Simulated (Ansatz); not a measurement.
**AsGeH₅O: a ladder of functionals and wavefunction methods**

An exercise on one series of results from a longer session: the logs are not shown, and one member is left open.

Method: functionals in def2-TZVPP, the program's frozen cores in correlated methods; program: Ansatz 0.2.0, Gaussian basis.

Levels to be run: LDA (SPW92), PBE-D4, revPBE-D4, BLYP-D4, r2SCAN-D4, B97M-V, PBE0-D4, B3LYP-D4, r2SCANh-D4, r2SCAN0-D4, HSE06-D4, BHLYP-D4, CAM-B3LYP-D4, LC-ωPBE, ωB97X-V, ωB97M-V, B2PLYP, PBE-QIDH; CCSD(T)/def2-SVP; CCSD(T)/def2-TZVPP; MP2/def2-QZVPP; extrapolation to the limit; RPA on PBE.

**Structure used throughout**

An earlier PBE0-D4 in a triple-zeta def2 set relaxation fixed the geometry.

SMILES `O[AsH][GeH3]`, 8 atoms, charge 0, spin multiplicity 1.

Atoms are counted from 1 here; the program's logs count them from 0.

Bond lengths: O1–As2 1.812 Å, O1–H4 0.961 Å, As2–Ge3 2.432 Å, As2–H5 1.530 Å, Ge3–H6 1.539 Å, Ge3–H7 1.535 Å, Ge3–H8 1.537 Å. Angles: As2–O1–H4 107.6°, O1–As2–Ge3 95.1°, O1–As2–H5 96.1°, Ge3–As2–H5 91.6°, As2–Ge3–H6 108.5°, As2–Ge3–H7 110.9°, As2–Ge3–H8 108.8°, H6–Ge3–H7 109.9°, H6–Ge3–H8 109.0°, H7–Ge3–H8 109.7°.

Set-up of the first run:

File in.yaml:

```yaml
crystal:
  periodic: [false, false, false]
  atoms:
    - {symbol: O, position_ang: [-1.428856, 0.407833, -1.289911]}
    - {symbol: As, position_ang: [-0.567477, 1.213413, 0.086050]}
    - {symbol: Ge, position_ang: [0.757428, -0.736088, 0.684276]}
    - {symbol: H, position_ang: [-2.345214, 0.695115, -1.267960]}
    - {symbol: H, position_ang: [0.576519, 1.787612, -0.751937]}
    - {symbol: H, position_ang: [1.917258, -0.281215, 1.588634]}
    - {symbol: H, position_ang: [1.312998, -1.426037, -0.569811]}
    - {symbol: H, position_ang: [-0.130657, -1.717733, 1.464958]}
basis:
  gaussian: {orbitals: def2-TZVPP}
hamiltonian: {xc: lda}
output: {orbitals: {seedname: orbitals}}
```

Among the steps run: LDA; PBE-D4 (GGA); revPBE-D4 (GGA); BLYP-D4 (GGA); r2SCAN-D4 (meta-GGA); B97M-V (meta-GGA); PBE0-D4 (hybrid); B3LYP-D4 (hybrid); r2SCANh-D4 (hybrid); r2SCAN0-D4 (hybrid); HSE06-D4 (hybrid); BHLYP-D4 (hybrid); CAM-B3LYP-D4 (range-separated); LC-ωPBE (range-separated); ωB97X-V (range-separated); ωB97M-V (range-separated); B2PLYP (double hybrid); PBE-QIDH (double hybrid).

One table of the session follows, with a row left open; its other results are not shown here.

It belongs to the step «Orbital energies across the functionals». 

| functional | HOMO (eV) | gap (eV) |
| --- | --- | --- |
| LDA (SPW92) | -6.20 | 4.36 |
| PBE-D4 | -6.05 | 4.43 |
| revPBE-D4 | -6.00 | 4.48 |
| BLYP-D4 | -5.92 | 4.39 |
| r2SCAN-D4 | -6.31 | 4.92 |
| B97M-V | -6.38 | 4.97 |
| PBE0-D4 | -7.14 | 6.39 |
| B3LYP-D4 | -6.95 | 5.95 |
| r2SCANh-D4 | -6.71 | 5.63 |
| r2SCAN0-D4 | -7.31 | 6.69 |
| HSE06-D4 | -6.75 | 5.62 |
| BHLYP-D4 | -8.10 | 8.25 |
| CAM-B3LYP-D4 | -8.38 | 8.66 |
| LC-ωPBE | ? | ? |
| ωB97X-V | -9.33 | 10.66 |
| ωB97M-V | -9.19 | 10.32 |

Q: Estimate the row for LC-ωPBE from the others.

The run gave: HOMO (eV): -9.65; gap (eV): 11.13. In the column «HOMO (eV)» it is the lowest.
